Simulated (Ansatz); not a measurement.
Runs of Ansatz 0.2.0 on RbGeN. Symmetry: I4_1md, No. 109, tetragonal system. The conventional cell has a = 5.070 Å, b = 5.070 Å, c = 12.763 Å, α = 90.00°, β = 90.00°, γ = 90.00°. Rb (site symmetry 2mm) is surrounded by 2 N at 3.06 Å. Around Ge (site symmetry 2mm) lie 1 N at 1.73 Å. N (site symmetry 2mm) is surrounded by 1 Ge at 1.73 Å. The cell was built by a generator and needn't be a form met in nature.

```tsv
task	cell	target pressure (GPa)	gap on the mesh (eV)	pressure (GPa)
relaxation of cell and atoms	relaxed to 30 GPa	30	0.45	30.0
relaxation of cell and atoms	relaxed to 5 GPa	5	(a)	5.0
relaxation of cell and atoms	relaxed to 10 GPa	10	0.87	10.0
single point	as given	-	(b)	0.0
relaxation of cell and atoms	relaxed to 20 GPa	20	0.64	20.0
```

Alike in all rows: level PBE; potentials or basis Ansatz PAW; no spin polarisation; k mesh 6 × 6 × 6; cutoff (eV) 420; smearing fermi-dirac 0.05 eV.

Q: Fill in the values left out.

A: (a) 1.05; (b) 1.46.

Caveats: the plane-wave basis is chosen anew once the cell has moved, so the energies of steps on either side of that aren't comparable (some runs).

A k mesh can miss the band edges, and the runs leave out spin-orbit coupling on Ge, Rb.
